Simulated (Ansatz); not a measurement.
# Hf: the cost of one run

Program: Ansatz 0.2.0. Level of theory: DFT PBE with spin–orbit coupling, plane waves, PAW (the target; the first runs use scalar-relativistic PBE). These are calculated values, not measurements.

## (1) The structure to begin with

Symmetry: P6_3/mmc, No. 194, hexagonal system. The conventional cell has a = 3.200 Å, b = 3.200 Å, c = 5.062 Å, α = 90.00°, β = 90.00°, γ = 120.00°. Hf (site symmetry -6m2) is surrounded by 12 Hf at 3.13 to 3.20 Å.

As a file:

```cif
data_structure
_symmetry_space_group_name_H-M 'P 1'
_symmetry_Int_Tables_number 1
_cell_length_a 3.2000
_cell_length_b 3.2000
_cell_length_c 5.0624
_cell_angle_alpha 90.000
_cell_angle_beta 90.000
_cell_angle_gamma 120.000
_cell_volume 44.89
loop_
_atom_site_label
_atom_site_type_symbol
_atom_site_fract_x
_atom_site_fract_y
_atom_site_fract_z
_atom_site_occupancy
Hf1 Hf 0.33333 0.66667 0.75000 1
Hf2 Hf 0.66667 0.33333 0.25000 1
```

## (2) Full relaxation (PBE, 8×8×4 mesh)

input.yaml

```yaml
crystal:
  lattice:
    - [3.2, 0.0, 0.0]
    - [-1.6, 2.7712812921, 0.0]
    - [0.0, 0.0, 5.0624]
  atoms:
    - { symbol: Hf, position: [0.3333333333, 0.6666666667, 0.75] }
    - { symbol: Hf, position: [0.6666666667, 0.3333333333, 0.25] }
basis:
  ecutwfc: 420
  ecutrho_ratio: 4
kpoints:
  mp_grid: { grid: [8, 8, 4] }
hamiltonian:
  xc: pbe
scf:
  occupations: { method: gaussian, width: 0.05 }
output:
  forces: true
  stress: true
  eigenvalues: true
relax:
  f_tol: 0.03
  max_steps: 60
  cell: { stress_tol: 0.3 }
```

**Question.** How long does this run take on 8 threads of an x86-64 CPU, shared host, and how much memory does it need?

About 1.2 s, with a peak of 0.57 GiB.
